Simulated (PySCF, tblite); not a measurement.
# ClH3O3Ti, a small molecule taken as a stand-in for a surface group (titanium hydroxide): NMR shifts, core binding energies and electronic excitations

Aim: the NMR shifts, core binding energies and electronic excitations of `[OH][Ti]([OH])([OH])[Cl]`.

Computed with tblite 0.8.0 and PySCF 2.14.0; each step states its level. No surroundings beyond the atoms listed, unless a continuum is named. Atoms count from 0, parts from 1.

### Step 1. The system as given

8 atoms, charge 0, multiplicity 1; geometry: distance geometry start.

### Step 2. Relaxing the cluster with GFN2-xTB

The job: settings as JSON, then the geometry in Å.

```
{"job": {"kind": "relax", "xc": "GFN2-xTB", "basis": "xTB"}, "charge": 0, "multiplicity": 1}
O      1.497938     0.690651     1.679566
Ti     0.755406     1.080952    -0.074002
O      2.197064     1.662402    -1.264689
O     -0.053967    -0.530046    -0.790597
Cl    -0.764099     2.715310     0.096880
H      1.763201    -0.187003     1.996106
H      3.028319     1.159678    -1.403930
H     -0.399729    -1.252831    -0.255577
```

Level: GFN2-xTB geometry optimisation, gas phase.

On the command line:

```
$ OMP_NUM_THREADS=1 python cluster_run.py task.json out
```

One launch serves the whole session: the jobs run in the order shown.

The log of the run:

```text
step      E/eV     max force
  0    -544.93574    2.261
  1    -545.16025    1.827
  2    -545.86420    1.736
  3    -545.97323    1.193
  4    -546.02271    0.612
  5    -546.03716    0.343
  6    -546.04205    0.104
  7    -546.04277    0.095
  8    -546.04759    0.299
  9    -546.05377    0.484
 10    -546.06547    0.673
 11    -546.07629    0.577
 12    -546.09278    0.228
 13    -546.09664    0.203
 14    -546.09971    0.229
 15    -546.10121    0.592
 16    -546.10982    0.218
 17    -546.11298    0.187
 18    -546.11449    0.102
 19    -546.11525    0.104
 20    -546.11590    0.126
 21    -546.11712    0.117
 22    -546.11799    0.076
 23    -546.11856    0.114
 24    -546.11897    0.060
 25    -546.11923    0.064
 26    -546.11945    0.076
 27    -546.11988    0.081
 28    -546.12049    0.097
 29    -546.12126    0.098
 30    -546.12202    0.079
 31    -546.12253    0.063
 32    -546.12277    0.049
 33    -546.12302    0.052
 34    -546.12348    0.074
 35    -546.12435    0.125
 36    -546.12512    0.079
 37    -546.12637    0.168
 38    -546.12710    0.068
 39    -546.12733    0.066
 40    -546.12745    0.029
 41    -546.12753    0.027
 42    -546.12763    0.028
 43    -546.12772    0.036
 44    -546.12778    0.025
 45    -546.12780    0.011
 46    -546.12781    0.008
 47    -546.12782    0.010
 48    -546.12783    0.014
 49    -546.12785    0.018
 50    -546.12788    0.022
 51    -546.12790    0.022
 52    -546.12794    0.025
 53    -546.12799    0.027
 54    -546.12803    0.024
 55    -546.12805    0.012
 56    -546.12807    0.012
 57    -546.12808    0.011
 58    -546.12810    0.018
 59    -546.12814    0.025
 60    -546.12820    0.024
 61    -546.12823    0.017
 62    -546.12825    0.004
```

Wall time 0.38 s (1 thread of Intel Xeon 6975P-C, shared host).

Step by step:

```
step  energy from step 0 (eV)  largest force (eV/Å)
   0                   0.0000                2.2614
   2                  -0.9285                1.7366
   4                  -1.0870                0.6122
   6                  -1.1063                0.1044
   8                  -1.1119                0.2991
  10                  -1.1297                0.6729
  12                  -1.1570                0.2271
  14                  -1.1640                0.2286
  16                  -1.1741                0.2181
  18                  -1.1788                0.1022
  20                  -1.1802                0.1263
  22                  -1.1822                0.0760
  24                  -1.1832                0.0602
  26                  -1.1837                0.0762
  28                  -1.1848                0.0974
  30                  -1.1863                0.0784
  32                  -1.1870                0.0488
  34                  -1.1877                0.0735
  36                  -1.1894                0.0788
  38                  -1.1914                0.0688
  40                  -1.1917                0.0290
  42                  -1.1919                0.0275
  44                  -1.1920                0.0251
  46                  -1.1921                0.0088
  48                  -1.1921                0.0145
  50                  -1.1921                0.0216
  52                  -1.1922                0.0248
  54                  -1.1923                0.0241
  56                  -1.1923                0.0119
  58                  -1.1924                0.0182
  60                  -1.1925                0.0236
  62                  -1.1925                0.0044
```

Close pairs (by a distance rule), those that changed most:

```
   bond  before (Å)  after (Å)  change (Å)
 Ti1–O2       1.958      1.698      -0.260
 O0–Ti1       1.944      1.698      -0.246
 Ti1–O3       1.940      1.697      -0.243
Ti1–Cl4       2.238      2.144      -0.094
  O2–H6       0.981      0.958      -0.023
  O0–H5       0.970      0.958      -0.012
  O3–H7       0.963      0.958      -0.005
```

### Step 3. Relaxing the molecule at PBE0-D3(BJ)/def2-SVP

The job: settings as JSON, then the geometry in Å.

```
{"job": {"xc": "PBE0", "basis": "def2-SVP", "d3": "d3bj", "grid": 2, "kind": "geom", "shake": 0.01}, "charge": 0, "multiplicity": 1}
O      0.413230    -0.093712     1.606162
Ti    -0.160448     0.201228     0.016032
O      1.062099     0.670321    -1.056070
O     -1.084214    -1.052502    -0.589577
Cl    -1.461957     1.895909     0.141357
H      0.882314    -0.386646     2.354288
H      1.833126     0.646047    -1.653437
H     -1.438074    -1.909198    -0.846656
```

The log of the run:

```text
step   0  E = -1536.34340798  max force = 0.057267
step   1  E = -1536.35248995  max force = 0.026422
step   2  E = -1536.35650575  max force = 0.003744
step   3  E = -1536.35662262  max force = 0.001315
step   4  E = -1536.35673063  max force = 0.002448
step   5  E = -1536.35707708  max force = 0.007435
step   6  E = -1536.35738309  max force = 0.017318
step   7  E = -1536.35806398  max force = 0.011177
step   8  E = -1536.35918178  max force = 0.004759
step   9  E = -1536.35956173  max force = 0.004520
step  10  E = -1536.36015135  max force = 0.003673
step  11  E = -1536.36035928  max force = 0.003254
step  12  E = -1536.36104321  max force = 0.003933
step  13  E = -1536.36137808  max force = 0.002388
step  14  E = -1536.36155791  max force = 0.001681
step  15  E = -1536.36163917  max force = 0.000716
step  16  E = -1536.36164848  max force = 0.000297
optimisation converged
```

Run time: 87 s. Hardware: 1 thread of Intel Xeon 6975P-C, shared host; peak memory 0.54 GiB.

Along the way:

```
step  energy from step 0 (eV)  largest force component (eV/Å)
   0                   0.0000                          2.9448
   1                  -0.2471                          1.3587
   2                  -0.3564                          0.1925
   3                  -0.3596                          0.0676
   4                  -0.3625                          0.1259
   5                  -0.3720                          0.3823
   6                  -0.3803                          0.8905
   7                  -0.3988                          0.5747
   8                  -0.4292                          0.2447
   9                  -0.4396                          0.2324
  10                  -0.4556                          0.1889
  11                  -0.4613                          0.1673
  12                  -0.4799                          0.2022
  13                  -0.4890                          0.1228
  14                  -0.4939                          0.0864
  15                  -0.4961                          0.0368
  16                  -0.4963                          0.0153
```

Close pairs (by a distance rule), those that changed most:

```
   bond  before (Å)  after (Å)  change (Å)
 Ti1–O3       1.671      1.767      +0.096
Ti1–Cl4       2.140      2.222      +0.081
 Ti1–O2       1.692      1.765      +0.073
 O0–Ti1       1.716      1.766      +0.050
  O0–H5       0.930      0.962      +0.032
  O2–H6       0.976      0.962      -0.014
  O3–H7       0.962      0.962      +0.000
```

The next job starts from the end point, and lists it.

```
                         at the end point                value
  point group (found at 0.08 Å tolerance)                   C3
rotational constants (GHz, main isotopes)  3.380, 2.020, 2.016
                        dipole moment (D)                 3.78
```

### Step 4. Shielding tensors: PBE0/pcSseg-2

The job: settings as JSON, then the geometry in Å.

```
{"job": {"kind": "nmr", "xc": "PBE0", "basis": "pcSseg-2"}, "charge": 0, "multiplicity": 1}
O      0.280619    -0.143816     1.652720
Ti    -0.175849     0.244217    -0.008774
O      1.272420     0.574331    -0.962429
O     -1.053275    -1.119987    -0.708901
Cl    -1.479031     2.043775    -0.007814
H      1.098449    -0.021585     2.144872
H      1.571289     0.284457    -1.829701
H     -1.468986    -1.889445    -0.307294
```

Method: GIAO PBE0/pcSseg-2 NMR shielding, non-relativistic, gas phase.

The log of the run:

```text
coarse grid: 36728 points
cycle   1  E = -1536.4928483799  dE =  4.001e-01  |g| = 1.579e+00  |ddm| = 2.411e+00
cycle   2  E = -1526.7893558045  dE =  9.703e+00  |g| = 8.680e+00  |ddm| = 2.585e+00
cycle   3  E = -1536.7297592733  dE = -9.940e+00  |g| = 1.084e+00  |ddm| = 2.109e+00
cycle   4  E = -1536.9062562705  dE = -1.765e-01  |g| = 3.758e-01  |ddm| = 6.264e-01
cycle   5  E = -1536.9325135890  dE = -2.626e-02  |g| = 7.981e-02  |ddm| = 2.300e-01
cycle   6  E = -1536.9339345524  dE = -1.421e-03  |g| = 1.670e-02  |ddm| = 6.965e-02
cycle   7  E = -1536.9339836131  dE = -4.906e-05  |g| = 2.851e-03  |ddm| = 8.184e-03
cycle   8  E = -1536.9339853316  dE = -1.718e-06  |g| = 1.335e-03  |ddm| = 2.642e-03
final grid: 74744 points
cycle   9  E = -1536.9340105526  dE =  1.022e-06  |g| = 2.924e-03  |ddm| = 2.434e-03
cycle  10  E = -1536.9340029230  dE =  7.630e-06  |g| = 7.099e-03  |ddm| = 4.009e-03
cycle  11  E = -1536.9340119941  dE = -9.071e-06  |g| = 9.127e-04  |ddm| = 2.884e-03
cycle  12  E = -1536.9340121402  dE = -1.460e-07  |g| = 1.261e-04  |ddm| = 3.915e-04
cycle  13  E = -1536.9340121433  dE = -3.104e-09  |g| = 9.664e-06  |ddm| = 7.558e-05
cycle  14  E = -1536.9340121433  dE = -1.205e-11  |g| = 6.788e-06  |ddm| = 1.151e-05
converged SCF energy = -1536.9340121433

GIAO shielding tensors (ppm)
atom      isotropic    diamagn.    paramagn.     s11        s22        s33       span
  0 O      -20.733     393.542    -414.275   -375.304     -0.909    314.014    689.319
  1 Ti    -244.496    1606.651   -1851.148   -322.382   -315.577    -95.530    226.852
  2 O      -18.626     393.727    -412.353   -367.108     -3.163    314.393    681.501
  3 O      -22.760     393.406    -416.166   -379.962     -2.658    314.342    694.304
  4 Cl     499.363    1148.664    -649.301    245.625    248.026   1004.438    758.812
  5 H       23.730      30.749      -7.019     16.565     24.366     30.261     13.696
  6 H       23.858      30.752      -6.894     16.762     24.334     30.478     13.716
  7 H       23.647      30.726      -7.079     16.438     24.389     30.113     13.675
```

It took 41 s on 1 thread of Intel Xeon 6975P-C, shared host; peak memory 1.1 GiB.

Shifts follow as δ = σ(reference) − σ, with reference shieldings (ppm) from runs at the same level and on the same kind of geometry: 1H TMS 31.25, 17O H2O 328.2, 35Cl HCl 941. The references are single molecules in the gas phase, so shifts against H2O, NH3, PH3, H3PO4 or CFCl3 are not on the usual liquid scales and can be off by tens of ppm. Atoms listed in one row are averaged.

```
     atoms                         environment  σ (ppm)  δ (ppm)
H5, H6, H7  hydrogen on an oxygen bonded to Ti    23.75     7.50
O0, O2, O3              oxygen bonded to Ti, H    -20.7    348.9
       Ti1                Ti bonded to Cl, 3 O     -244        –
       Cl4               chlorine bonded to Ti      499      441
```

The run also stored atomic charges by several schemes (e):

```
     atoms  Mulliken    IAO  Hirshfeld  ESP fit
O0, O2, O3     -0.60  -0.72      -0.34    -0.74
       Ti1      1.47   1.46       0.66     1.16
       Cl4     -0.40  -0.45      -0.22    -0.32
```

Mayer bond orders: O0–Ti1 0.99, Ti1–O2 0.99, Ti1–O3 0.99, Ti1–Cl4 1.02.

### Step 5. X-ray photoelectron lines: SCAN, X2C

Settings changed since step 4:

```diff
@@ -1,2 +1,2 @@
-{"job": {"kind": "nmr", "xc": "PBE0", "basis": "pcSseg-2"}, "charge": 0, "multiplicity": 1}
+{"job": {"kind": "xps", "holes": 5}, "charge": 0, "multiplicity": 1}
 O      0.280619    -0.143816     1.652720
```

With the program's defaults for keys left out, this is: delta-SCF UKS SCAN, pcX-2 on the ionised atom, pcseg-1 elsewhere, spin-free X2C.

The log of the run:

```text
ground state, core basis on atom 0 (O), 137 functions
  cycle   1  E = -1542.10815522  |g| = 1.48e+00
  cycle   2  E = -1528.12583726  |g| = 7.72e+00
  cycle   3  E = -1542.32560636  |g| = 1.00e+00
  cycle   4  E = -1542.40685798  |g| = 7.32e-01
  cycle   5  E = -1542.52480701  |g| = 2.23e-01
  cycle   6  E = -1542.53505527  |g| = 1.09e-01
  cycle   7  E = -1542.53696016  |g| = 6.43e-02
  cycle   8  E = -1542.53795492  |g| = 4.51e-03
  cycle   9  E = -1542.53796132  |g| = 1.45e-03
  cycle  10  E = -1542.53796217  |g| = 6.51e-04
  cycle  11  E = -1542.53795874  |g| = 4.03e-04
  E(ground) = -1542.45575333 Eh
hole in O 1s of atom 0
  cycle   1  E = -1521.91451682  |g| = 2.23e+00
  cycle   2  E = -1518.40721523  |g| = 3.07e+00
  cycle   3  E = -1521.89898950  |g| = 1.14e+00
  cycle   4  E = -1519.03707266  |g| = 3.36e+00
  cycle   5  E = -1521.61501157  |g| = 1.70e+00
  cycle   6  E = -1522.37954301  |g| = 1.00e+00
  cycle   7  E = -1522.37515855  |g| = 8.94e-01
  cycle   8  E = -1522.75152060  |g| = 6.90e-02
  cycle   9  E = -1522.75297926  |g| = 5.76e-02
  cycle  10  E = -1522.75425548  |g| = 2.75e-02
  cycle  11  E = -1522.75459076  |g| = 4.50e-03
  cycle  12  E = -1522.75460137  |g| = 6.62e-04
  cycle  13  E = -1522.75460136  |g| = 2.03e-04
  E(ion) = -1522.67391612 Eh   <S^2> = 0.7622   hole on atom = 1.000   binding energy = 538.291 eV
ground state, core basis on atom 4 (Cl), 148 functions
  cycle   1  E = -1542.69014768  |g| = 4.93e-01
  cycle   2  E = -1542.67577271  |g| = 2.73e-01
  cycle   3  E = -1542.55880100  |g| = 8.02e-01
  cycle   4  E = -1542.69012816  |g| = 9.91e-02
  cycle   5  E = -1542.69128228  |g| = 6.42e-02
  cycle   6  E = -1542.69220038  |g| = 1.38e-02
  cycle   7  E = -1542.69224667  |g| = 3.37e-03
  cycle   8  E = -1542.69224890  |g| = 9.51e-04
  cycle   9  E = -1542.69224918  |g| = 2.08e-04
  E(ground) = -1542.59651445 Eh
hole in Cl 2p of atom 4
  cycle   1  E = -1534.65797021  |g| = 1.71e+00
  cycle   2  E = -1534.65663612  |g| = 1.31e+00
  cycle   3  E = -1534.70500319  |g| = 8.96e-01
  cycle   4  E = -1535.04029848  |g| = 4.78e-01
  cycle   5  E = -1535.12611342  |g| = 1.27e-01
  cycle   6  E = -1535.12753129  |g| = 9.83e-02
  cycle   7  E = -1535.13225940  |g| = 1.04e-02
  cycle   8  E = -1535.13226690  |g| = 9.65e-03
  cycle   9  E = -1535.13230513  |g| = 1.60e-03
  cycle  10  E = -1535.13230717  |g| = 2.27e-04
  E(ion) = -1535.04615832 Eh   <S^2> = 0.7518   hole on atom = 1.001   binding energy = 205.456 eV
  2p3/2 = 204.888 eV   2p1/2 = 206.541 eV
```

Wall time 9.8 s (1 thread of Intel Xeon 6975P-C, shared host); peak memory 0.44 GiB.

The holes in one table. −ε is the ground-state orbital energy:

```
       hole  stands for             environment  ΔSCF (eV; 2p as the shell's mean)  −ε (eV)   ⟨S²⟩
  O1s on O0  O0, O2, O3  oxygen bonded to Ti, H                             538.29    517.2  0.762
Cl2p on Cl4         Cl4   chlorine bonded to Ti                             205.44    192.6  0.752
```

Each hole run stands for the others of its class of like atoms.

With the spin-orbit splitting: Cl4 2p3/2 204.89, 2p1/2 206.54 eV. The table gives each 2p level as the mean over the whole 2p shell (two parts 2p3/2, one part 2p1/2), which differs a little from the single hole in the log.

### Step 6. Excited states and response: CAM-B3LYP/def2-SVPD

Settings changed since step 5:

```diff
@@ -1,2 +1,2 @@
-{"job": {"kind": "xps", "holes": 5}, "charge": 0, "multiplicity": 1}
+{"job": {"kind": "uv", "xc": "CAM-B3LYP", "basis": "def2-SVPD", "nstates": 6, "ntriplets": 2, "ip": true}, "charge": 0, "multiplicity": 1}
 O      0.280619    -0.143816     1.652720
```

Method: TDDFT CAM-B3LYP/def2-SVPD, vertical, gas phase, core orbitals frozen in the response.

The log of the run:

```text
coarse grid: 36728 points
cycle   1  E = -1536.5245789973  dE =  2.859e-01  |g| = 1.438e+00  |ddm| = 3.534e+00
cycle   2  E = -1531.3062319175  dE =  5.218e+00  |g| = 6.064e+00  |ddm| = 4.021e+00
cycle   3  E = -1536.8768505726  dE = -5.571e+00  |g| = 6.896e-01  |ddm| = 2.723e+00
cycle   4  E = -1536.9485439471  dE = -7.169e-02  |g| = 2.429e-01  |ddm| = 6.062e-01
cycle   5  E = -1536.9624397639  dE = -1.390e-02  |g| = 4.496e-02  |ddm| = 2.277e-01
cycle   6  E = -1536.9628925220  dE = -4.528e-04  |g| = 1.068e-02  |ddm| = 5.292e-02
cycle   7  E = -1536.9629224362  dE = -2.991e-05  |g| = 1.866e-03  |ddm| = 1.520e-02
cycle   8  E = -1536.9629236658  dE = -1.230e-06  |g| = 1.036e-03  |ddm| = 2.857e-03
final grid: 74744 points
cycle   9  E = -1536.9630564364  dE =  1.611e-07  |g| = 1.612e-03  |ddm| = 2.270e-03
cycle  10  E = -1536.9630554854  dE =  9.510e-07  |g| = 2.770e-03  |ddm| = 2.954e-03
cycle  11  E = -1536.9630569372  dE = -1.452e-06  |g| = 2.037e-04  |ddm| = 1.887e-03
cycle  12  E = -1536.9630569456  dE = -8.450e-09  |g| = 6.126e-05  |ddm| = 1.866e-04
cycle  13  E = -1536.9630569472  dE = -1.514e-09  |g| = 2.165e-05  |ddm| = 8.111e-05
cycle  14  E = -1536.9630569475  dE = -3.452e-10  |g| = 3.021e-06  |ddm| = 5.156e-05
converged SCF energy = -1536.9630569475

Static polarisability (au): isotropic 62.906, principal 59.299 59.439 69.980

Singlet excitations
state   eV       nm        f      main configurations
  1   5.3547    231.5   0.00008   H-1->L 0.50, H->L+1 0.40
  2   5.4291    228.4   0.00412   H->L 0.43, H-1->L+1 0.39
  3   5.4307    228.3   0.00414   H->L+1 0.47, H-1->L 0.36
  4   5.6894    217.9   0.05036   H-1->L+1 0.44, H->L 0.39
  5   6.0235    205.8   0.00085   H->L+2 0.85, H->L+3 0.08
  6   6.0269    205.7   0.00082   H-1->L+2 0.85, H-1->L+3 0.08

Triplet excitations (Tamm-Dancoff, eV): 5.1343 5.2162
Vertical ionisation energy (delta-SCF) = 11.1103 eV
Vertical electron affinity (delta-SCF) = 0.3621 eV
```

Wall time 54 s (1 thread of Intel Xeon 6975P-C, shared host); peak memory 0.77 GiB.

The orbitals next to the gap, with their largest atomic shares:

```
orbital      eV                       atoms
 HOMO−3  -11.42   O2 30 %, O3 30 %, O0 30 %
 HOMO−2  -11.32  Cl4 72 %, Ti1 12 %, O3 5 %
 HOMO−1  -10.06    Cl4 82 %, O3 8 %, O2 6 %
   HOMO  -10.06            Cl4 82 %, O0 9 %
   LUMO   -0.85    Ti1 76 %, O0 7 %, O2 5 %
 LUMO+1   -0.83    Ti1 76 %, O3 7 %, O2 6 %
 LUMO+2   -0.24  Ti1 67 %, Cl4 11 %, O3 6 %
```

With each of the 6 states as a Gaussian band of 0.4 eV half-width at 1/e, the curve within the window shown has maxima at 219 nm (ε 2,300) L/(mol cm). Beyond the last state computed it falls off for lack of states. The curve at chosen wavelengths:

```csv
nm,ε (L/mol/cm)
196,201
199,383
201,553
204,881
206,1137
209,1539
211,1792
214,2098
216,2230
219,2300
222,2217
224,2089
227,1824
229,1617
232,1298
234,1094
237,818
240,590
242,466
245,318
247,243
250,159
252,118
255,74
257,54
260,33
```

Ground-state properties from the same run:

```
           property  computed
  dipole moment (D)      3.68
polarisability (Å³)      9.32
 HOMO–LUMO gap (eV)      9.22
      −ε(HOMO) (eV)     10.06
```

### Step 7. Summary of results

| quantity | value |
| --- | --- |
| point group | C3 |
| rotational constants (main isotopes) | 3.38, 2.02, 2.02 GHz |
| 1H shifts against TMS (PBE0/pcSseg-2, means over atoms taken as alike) | 7.50 ppm |
| 17O shifts against H2O (PBE0/pcSseg-2, means over atoms taken as alike) | 348.9 ppm |
| 35Cl shifts against HCl (PBE0/pcSseg-2) | 441 ppm |
| shieldings of Ti (PBE0/pcSseg-2) | Ti1 -244.5 ppm |
| O1s binding energies, SCAN/pcX-2 | O0 538.29 eV |
| Cl2p binding energies, SCAN/pcX-2 | Cl4 205.44 eV |
| lowest singlet (CAM-B3LYP/def2-SVPD) | 5.35 eV (232 nm), f = 0.000 |
| brightest single state of those computed | state 4, 5.69 eV, f = 0.050 |
| lowest triplet | 5.13 eV |
| vertical ionisation energy (ΔSCF) | 11.11 eV |
| vertical electron affinity (ΔSCF) | 0.36 eV |

**Reading.** Relaxing lowered the energy by 0.496 eV in 16 steps; the close pair that moved most is Ti1–O3, from 1.671 to 1.767 Å (PBE0/def2-SVP). No frequency check was run at this level, so the end point may be a saddle. At PBE0/pcSseg-2: The largest span, 759 ppm, is at Cl4, where the paramagnetic term is -649 ppm. The lowest singlet, at 5.35 eV, is HOMO−1→LUMO 0.50, HOMO→LUMO+1 0.40 and is dark; of the 6 states computed, the strongest absorption comes from state 4 at 5.69 eV. The lowest triplet lies 0.22 eV below the lowest singlet (triplets in Tamm-Dancoff, singlets in full TDDFT). ΔSCF puts the ionisation energy at 11.11 eV, 1.05 eV above −ε(HOMO).
